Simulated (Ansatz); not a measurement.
**Ga2Cu: equation of state**

An exercise on one series of results from a longer session: the logs are not shown, and one member is left open.

Computed with Ansatz 0.2.0 (DFT PBEsol, scalar-relativistic, unless a step's input says otherwise).

### The starting structure

Symmetry: P4/mmm, No. 123, tetragonal system. Conventional cell: a = 2.830 Å, b = 2.830 Å, c = 5.839 Å, α = 90.00°, β = 90.00°, γ = 90.00°. Ga (site symmetry 4mm) is surrounded by 1 Ga at 2.39 Å and 4 Cu at 2.64 Å. Cu (site symmetry 4/mmm) is surrounded by 8 Ga at 2.64 Å and 4 Cu at 2.83 Å.

As a file:

```cif
data_structure
_symmetry_space_group_name_H-M 'P4/mmm'
_symmetry_Int_Tables_number 123
_cell_length_a 2.8300
_cell_length_b 2.8300
_cell_length_c 5.8390
_cell_angle_alpha 90.000
_cell_angle_beta 90.000
_cell_angle_gamma 90.000
_cell_volume 46.76
loop_
_atom_site_label
_atom_site_type_symbol
_atom_site_symmetry_multiplicity
_atom_site_Wyckoff_symbol
_atom_site_fract_x
_atom_site_fract_y
_atom_site_fract_z
_atom_site_occupancy
Ga1 Ga 2 h 0.50000 0.50000 0.29500 1
Cu1 Cu 1 a 0.00000 0.00000 0.00000 1
```

The file gives the conventional cell by its symmetry; the runs use the cell typed in the input.

Atoms are numbered in the order of the input: Ga1, Ga2, Cu3.

The first run:

Input file input.yaml:

```yaml
crystal:
  lattice:
    - [2.7917520681, 0.0, 0.0]
    - [0.0, 2.7917520681, 0.0]
    - [0.0, 0.0, 5.7600849208]
  atoms:
    - { symbol: Ga, position: [0.5, 0.5, 0.295] }
    - { symbol: Ga, position: [0.5, 0.5, 0.705] }
    - { symbol: Cu, position: [0.0, 0.0, 0.0] }
kpoints:
  mp_grid: { grid: [14, 14, 7] }
  band_path:
    path:
      - [0.0, 0.0, 0.0]
      - [0.0, 0.5, 0.0]
      - [0.5, 0.5, 0.0]
      - [0.0, 0.0, 0.0]
      - [0.0, 0.0, 0.5]
      - [0.0, 0.5, 0.5]
      - [0.5, 0.5, 0.5]
      - [0.0, 0.0, 0.5]
      - [0.0, 0.5, 0.0]
    npoints: 5
scf:
  occupations: { method: fermi_dirac, width: 0.08 }
hamiltonian:
  xc: pbesol
  pseudopotentials: { kind: all_electron, lapw: { basis_error: 0.001 } }
output:
  forces: true
  stress: true
  eigenvalues: true
```

Started as:

```sh
> ansatz run input.yaml --threads 1 --pin off --max-ram 4096MiB --backend cpu --events-out ev --progress --plain --runs-dir out
```

Among the steps run: Volume × 0.96, LAPW; Volume × 0.96, PAW; Volume × 0.96, crystal datasets; Volume × 0.99, LAPW; Volume × 0.99, PAW; Volume × 0.99, crystal datasets; Volume × 1.02, LAPW; Volume × 1.02, PAW; Volume × 1.02, crystal datasets; Volume × 1.06, LAPW; Volume × 1.06, PAW; Volume × 1.06, crystal datasets.

One table of the session follows, with a row left open; its other results are not shown here.

It belongs to the step «The equation of state». 

```
          method  volume (Å³/atom)  pressure (GPa)  largest force (eV/Å)
            LAPW            14.964           -0.02                 1.081
            LAPW            15.432           -2.80                 1.051
            LAPW            15.900           -5.10                 1.023
            LAPW            16.523           -7.55                 0.988
             PAW            14.964           -0.06                 1.083
             PAW            15.432           -2.84                 1.053
             PAW            15.900               ?                     ?
             PAW            16.523           -7.58                 0.990
crystal datasets            14.964           -0.02                 1.081
crystal datasets            15.432           -2.80                 1.051
crystal datasets            15.900           -5.11                 1.023
crystal datasets            16.523           -7.55                 0.988
```

**Question.** Estimate the row for PAW, 15.900.

The run gave: pressure (GPa): -5.14; largest force (eV/Å): 1.024. In the column «pressure (GPa)» it lies between crystal datasets, 16.523 (-7.55) and crystal datasets, 15.900 (-5.11).

Limits of these values: Warnings in the runs' records: crystal datasets made.
